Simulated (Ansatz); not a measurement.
# NaMgH4SO6F: the cost of one run

Computed with Ansatz 0.2.0 (DFT, PBE, plane-wave PAW, default files, scalar-relativistic, as far as a step names no other, unless a step's input says otherwise).

## (1) The system as given

Symmetry: P2_1/m, No. 11, monoclinic system. Conventional cell: a = 5.753 Å, b = 7.265 Å, c = 7.272 Å, α = 90.00°, β = 112.45°, γ = 90.00°. Na (site symmetry m) has 1 F at 2.26 Å and 3 O at 2.35 to 2.45 Å as nearest neighbours. Mg (site symmetry -1) has 2 F at 1.96 Å and 4 O at 2.10 to 2.11 Å as nearest neighbours. H (site symmetry 1) is surrounded by 1 O at 0.99 Å. Around S (site symmetry m) lie 4 O at 1.46 to 1.53 Å. O (site symmetry 1) has 1 S at 1.50 Å and 1 Mg at 2.11 Å as nearest neighbours. O (site symmetry 1) is surrounded by 2 H at 0.99 Å. Around O (site symmetry m) lie 1 S at 1.53 Å. Only part of the 10 independent sites is listed.

As a file:

```cif
data_structure
_symmetry_space_group_name_H-M 'P 1'
_symmetry_Int_Tables_number 1
_cell_length_a 5.7527
_cell_length_b 7.2647
_cell_length_c 7.2725
_cell_angle_alpha 90.000
_cell_angle_beta 112.446
_cell_angle_gamma 90.000
_cell_volume 280.90
loop_
_atom_site_label
_atom_site_type_symbol
_atom_site_fract_x
_atom_site_fract_y
_atom_site_fract_z
_atom_site_occupancy
Na1 Na 0.36462 0.25000 0.80102 1
Na2 Na 0.63538 0.75000 0.19898 1
Mg1 Mg 0.00000 0.00000 0.00000 1
Mg2 Mg 0.00000 0.50000 0.00000 1
H1 H 0.57121 0.56835 0.69873 1
H2 H 0.57121 0.93165 0.69873 1
H3 H 0.70537 0.09539 0.63339 1
H4 H 0.70537 0.40461 0.63339 1
H5 H 0.29463 0.59539 0.36661 1
H6 H 0.29463 0.90461 0.36661 1
H7 H 0.42879 0.06835 0.30127 1
H8 H 0.42879 0.43165 0.30127 1
S1 S 0.14542 0.75000 0.69100 1
S2 S 0.85458 0.25000 0.30900 1
O1 O 0.19700 0.58275 0.82122 1
O2 O 0.19700 0.91725 0.82122 1
O3 O 0.67163 0.04540 0.74683 1
O4 O 0.67163 0.45460 0.74683 1
O5 O 0.33609 0.75000 0.59193 1
O6 O 0.11064 0.25000 0.45931 1
O7 O 0.88936 0.75000 0.54069 1
O8 O 0.66391 0.25000 0.40807 1
O9 O 0.32837 0.95460 0.25317 1
O10 O 0.32837 0.54540 0.25317 1
O11 O 0.80300 0.08275 0.17878 1
O12 O 0.80300 0.41725 0.17878 1
F1 F 0.11777 0.25000 0.97877 1
F2 F 0.88223 0.75000 0.02123 1
```

## (2) Gradients at the starting positions

File input.yaml:

```yaml
crystal:
  lattice:
    - [5.752662, 0.0, 0.0]
    - [0.0, 7.264657, 0.0]
    - [-2.776688, 0.0, 6.721531]
  atoms:
    - { symbol: Na, position: [0.364617, 0.25, 0.801019] }
    - { symbol: Na, position: [0.635383, 0.75, 0.198981] }
    - { symbol: Mg, position: [0.0, 0.0, 0.0] }
    - { symbol: Mg, position: [0.0, 0.5, 0.0] }
    - { symbol: H, position: [0.571207, 0.568346, 0.698726] }
    - { symbol: H, position: [0.571207, 0.931654, 0.698726] }
    - { symbol: H, position: [0.705375, 0.095391, 0.63339] }
    - { symbol: H, position: [0.705375, 0.404609, 0.63339] }
    - { symbol: H, position: [0.294625, 0.595391, 0.36661] }
    - { symbol: H, position: [0.294625, 0.904609, 0.36661] }
    - { symbol: H, position: [0.428793, 0.068346, 0.301274] }
    - { symbol: H, position: [0.428793, 0.431654, 0.301274] }
    - { symbol: S, position: [0.145421, 0.75, 0.691004] }
    - { symbol: S, position: [0.854579, 0.25, 0.308996] }
    - { symbol: O, position: [0.196995, 0.58275, 0.821221] }
    - { symbol: O, position: [0.196995, 0.91725, 0.821221] }
    - { symbol: O, position: [0.671627, 0.045404, 0.746829] }
    - { symbol: O, position: [0.671627, 0.454596, 0.746829] }
    - { symbol: O, position: [0.336088, 0.75, 0.591933] }
    - { symbol: O, position: [0.110636, 0.25, 0.45931] }
    - { symbol: O, position: [0.889364, 0.75, 0.54069] }
    - { symbol: O, position: [0.663912, 0.25, 0.408067] }
    - { symbol: O, position: [0.328373, 0.954596, 0.253171] }
    - { symbol: O, position: [0.328373, 0.545404, 0.253171] }
    - { symbol: O, position: [0.803005, 0.08275, 0.178779] }
    - { symbol: O, position: [0.803005, 0.41725, 0.178779] }
    - { symbol: F, position: [0.117767, 0.25, 0.978775] }
    - { symbol: F, position: [0.882233, 0.75, 0.021225] }
kpoints:
  mp_grid: { grid: [4, 3, 3] }
scf:
  occupations: { method: fermi_dirac, width: 0.02 }
hamiltonian:
  xc: pbe
  pseudopotentials: { kind: paw }
output:
  forces: true
  stress: true
  populations: true
  efg:
    quadrupole_moments_barn: { Na: 0.104, Mg: 0.1994, H: 0.00285783, S: -0.0694, O: -0.02558 }
    contact_densities: true
```

The run is started by

```sh
$ ansatz run input.yaml --threads 1 --pin off --max-ram 2560MiB --backend cpu --events-out ev --progress --plain --runs-dir out
```

**Question.** How long does this run take on 1 thread of Arm Neoverse V2, shared host, and how much memory does it need?

About 37 s, with a peak of 0.71 GiB.
